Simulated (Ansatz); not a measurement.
# CH₄AlNS: basis-set convergence

An exercise on one series of results from a longer session: the logs are not shown, and one member is left open.

Method: one geometry, several basis sets; program: Ansatz 0.2.0, Gaussian basis.

Levels to be run: PBE0-D4/def2-SVP; ωB97M-V/def2-SVP; PBE0-D4/def2-QZVPP; ωB97M-V/def2-QZVPP; the functionals' def2-TZVPP values are taken from earlier runs.

### The relaxed structure

An earlier PBE0-D4 in a triple-zeta def2 set relaxation fixed the geometry.

8 atoms, charge 0, spin multiplicity 1.

Atoms are counted from 1 here; the program's logs count them from 0.

Bond lengths: N1–C2 1.310 Å, N1–H5 1.006 Å, N1–H6 1.012 Å, C2–Al3 1.971 Å, C2–S4 1.685 Å, Al3–S4 2.348 Å, Al3–H7 1.585 Å, Al3–H8 1.585 Å. Angles: C2–N1–H5 120.4°, C2–N1–H6 122.0°, H5–N1–H6 117.6°, N1–C2–Al3 155.6°, N1–C2–S4 125.0°, Al3–C2–S4 79.5°, C2–Al3–S4 44.9°, C2–Al3–H7 116.6°, C2–Al3–H8 116.8°, S4–Al3–H7 115.1°, S4–Al3–H8 115.1°, H7–Al3–H8 123.5°, C2–S4–Al3 55.6°.

Set-up of the first run:

Input file in.yaml:

```yaml
crystal:
  periodic: [false, false, false]
  atoms:
    - {symbol: N, position_ang: [-0.412123, 1.551320, -0.290959]}
    - {symbol: C, position_ang: [-0.275004, 0.279356, -0.011223]}
    - {symbol: Al, position_ang: [0.703781, -1.420486, 0.177623]}
    - {symbol: S, position_ang: [-1.512021, -0.729355, 0.528970]}
    - {symbol: H, position_ang: [0.375957, 2.090319, -0.609221]}
    - {symbol: H, position_ang: [-1.299894, 2.028892, -0.197866]}
    - {symbol: H, position_ang: [1.567734, -1.600397, 1.494076]}
    - {symbol: H, position_ang: [0.943869, -2.256650, -1.147100]}
basis:
  gaussian: {orbitals: def2-SVP}
hamiltonian: {xc: pbe0, dispersion: d4}
output: {orbitals: {seedname: orbitals}}
```

Launch:

```
$ ansatz run in.yaml --threads 2 --pin off --events-out ev --progress --plain --max-ram 4352MiB
```

Steps of the session up to this table: PBE0-D4 in def2-SVP; ωB97M-V in def2-SVP; PBE0-D4 in def2-QZVPP; ωB97M-V in def2-QZVPP.

One of the session's tables, all rows but one given; the rest of the session is left out.

```
functional       basis  HOMO (eV)
   PBE0-D4    def2-SVP      -7.11
   PBE0-D4  def2-TZVPP      -7.15
   PBE0-D4  def2-QZVPP          ?
   ωB97M-V    def2-SVP      -9.20
   ωB97M-V  def2-TZVPP      -9.29
   ωB97M-V  def2-QZVPP      -9.31
```

**Question.** Estimate the row for PBE0-D4, def2-QZVPP.

As computed: HOMO (eV): -7.18. In the column «HOMO (eV)» it lies between ωB97M-V, def2-SVP (-9.20) and PBE0-D4, def2-TZVPP (-7.15).
